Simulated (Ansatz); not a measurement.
**CH6NO3V: how energies converge with the basis set**

Aim: see how fast density functionals converge with the basis set for CH6NO3V.

The runs use Ansatz 0.2.0, Gaussian basis; one geometry, several basis sets.

The runs, in order: PBE0-D4/def2-SVP; ωB97M-V/def2-SVP; PBE0-D4/def2-QZVPP; ωB97M-V/def2-QZVPP; the functionals' def2-TZVPP values are taken from earlier runs.

### Step 1. Structure used throughout

An earlier PBE0-D4 in a triple-zeta def2 set relaxation fixed the geometry.

SMILES `C[N]=[V]([OH])([OH])[OH]`, 12 atoms, charge 0, spin multiplicity 1.

Atoms are counted from 1 here; the program's logs count them from 0.

Bond lengths: C1–N2 1.413 Å, C1–H7 1.096 Å, C1–H8 1.096 Å, C1–H9 1.096 Å, N2–V3 1.605 Å, V3–O4 1.792 Å, V3–O5 1.776 Å, V3–O6 1.776 Å, O4–H10 0.964 Å, O5–H11 0.958 Å, O6–H12 0.959 Å. Angles: N2–C1–H7 110.3°, N2–C1–H8 110.8°, N2–C1–H9 110.8°, H7–C1–H8 108.3°, H7–C1–H9 108.3°, H8–C1–H9 108.2°, C1–N2–V3 175.7°, N2–V3–O4 104.3°, N2–V3–O5 110.1°, N2–V3–O6 110.1°, O4–V3–O5 111.3°, O4–V3–O6 111.3°, O5–V3–O6 109.6°, V3–O4–H10 113.8°, V3–O5–H11 123.7°, V3–O6–H12 123.7°.

### Step 2. PBE0-D4 in def2-SVP

The input, in.yaml:

```yaml
crystal:
  periodic: [false, false, false]
  atoms:
    - {symbol: C, position_ang: [-0.423039, -1.454491, 1.378708]}
    - {symbol: N, position_ang: [-0.172236, -0.441949, 0.426129]}
    - {symbol: V, position_ang: [0.228987, 0.679820, -0.649723]}
    - {symbol: O, position_ang: [2.008195, 0.531575, -0.801712]}
    - {symbol: O, position_ang: [-0.579828, 0.359051, -2.197766]}
    - {symbol: O, position_ang: [-0.236278, 2.288301, -0.058207]}
    - {symbol: H, position_ang: [0.513045, -1.945647, 1.667268]}
    - {symbol: H, position_ang: [-1.099222, -2.214073, 0.970295]}
    - {symbol: H, position_ang: [-0.884224, -1.035027, 2.279975]}
    - {symbol: H, position_ang: [2.398449, 1.154590, -1.425878]}
    - {symbol: H, position_ang: [-1.094824, -0.429513, -2.375673]}
    - {symbol: H, position_ang: [-0.582027, 2.452364, 0.820586]}
basis:
  gaussian: {orbitals: def2-SVP}
hamiltonian: {xc: pbe0, dispersion: d4}
output: {orbitals: {seedname: orbitals}}
```

Command:

```sh
$ ansatz run in.yaml --threads 4 --pin off --events-out ev --progress --plain --max-ram 11315MiB
```

The runs that follow: ωB97M-V in def2-SVP; PBE0-D4 in def2-QZVPP; ωB97M-V in def2-QZVPP.

Q: Predict the results of all the runs planned. Wanted: PBE0-D4: double and triple zeta above quadruple; ωB97M-V: double and triple zeta above quadruple.

The runs gave:

```
                                       quantity           value
PBE0-D4: double and triple zeta above quadruple  15.21, 0.99 eV
ωB97M-V: double and triple zeta above quadruple  15.45, 0.94 eV
```

For PBE0-D4 the step from double to triple zeta gains 14.22 eV and the next only 0.99 eV. Total energies overstate the basis error of differences, where much of it tends to cancel.
